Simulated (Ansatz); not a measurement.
# Na4Cl: the cost of one run

Method: DFT PBE, scalar-relativistic, plane waves, PAW, in Ansatz 0.2.0.

1 further run of the same task is left out (it didn't finish).

### 1 The system as given

It takes space group Pm-3m (No. 221, cubic). Conventional cell: a = 5.096 Å, b = 5.096 Å, c = 5.096 Å, α = 90.00°, β = 90.00°, γ = 90.00°. Around Na (site symmetry m-3m) lie 12 Na at 3.60 Å. Around Na (site symmetry 4/mmm) lie 2 Cl at 2.55 Å. Cl (site symmetry m-3m) is surrounded by 6 Na at 2.55 Å.

As a file:

```cif
data_structure
_symmetry_space_group_name_H-M 'P 1'
_symmetry_Int_Tables_number 1
_cell_length_a 5.0960
_cell_length_b 5.0960
_cell_length_c 5.0960
_cell_angle_alpha 90.000
_cell_angle_beta 90.000
_cell_angle_gamma 90.000
_cell_volume 132.34
loop_
_atom_site_label
_atom_site_type_symbol
_atom_site_fract_x
_atom_site_fract_y
_atom_site_fract_z
_atom_site_occupancy
Na1 Na 0.50000 0.50000 0.50000 1
Na2 Na 0.50000 0.00000 0.00000 1
Na3 Na 0.00000 0.50000 0.00000 1
Na4 Na 0.00000 0.00000 0.50000 1
Cl1 Cl 0.00000 0.00000 0.00000 1
```

Recipe of the guess: random cell by space group and Wyckoff sites (Pm-3m, No. 221). Lengths come from tabulated atomic sizes and are only a guess.

### 2 A first look at the guess

The input, input.yaml:

```yaml
crystal:
  lattice:
    - [5.09598322, 0.0, 0.0]
    - [0.0, 5.09598322, 0.0]
    - [0.0, 0.0, 5.09598322]
  atoms:
    - { symbol: Na, position: [0.5, 0.5, 0.5] }
    - { symbol: Na, position: [0.5, 0.0, 0.0] }
    - { symbol: Na, position: [0.0, 0.5, 0.0] }
    - { symbol: Na, position: [0.0, 0.0, 0.5] }
    - { symbol: Cl, position: [0.0, 0.0, 0.0] }
basis:
  ecutwfc: 420
kpoints:
  mp_grid: { grid: [4, 4, 4] }
hamiltonian:
  xc: pbe
scf:
  occupations: { method: gaussian, width: 0.1 }
  lower_state_search: "off"
output:
  forces: true
  stress: true
  eigenvalues: true
```

Run with:

```sh
$ ansatz run input.yaml --threads 1 --pin off --max-ram 2048MiB --backend cpu --events-out ev --progress --plain --runs-dir out
```

Q: Estimate wall time and peak memory on 1 thread of Arm Neoverse V1, shared host.

About 1.9 s, with a peak of 0.32 GiB.
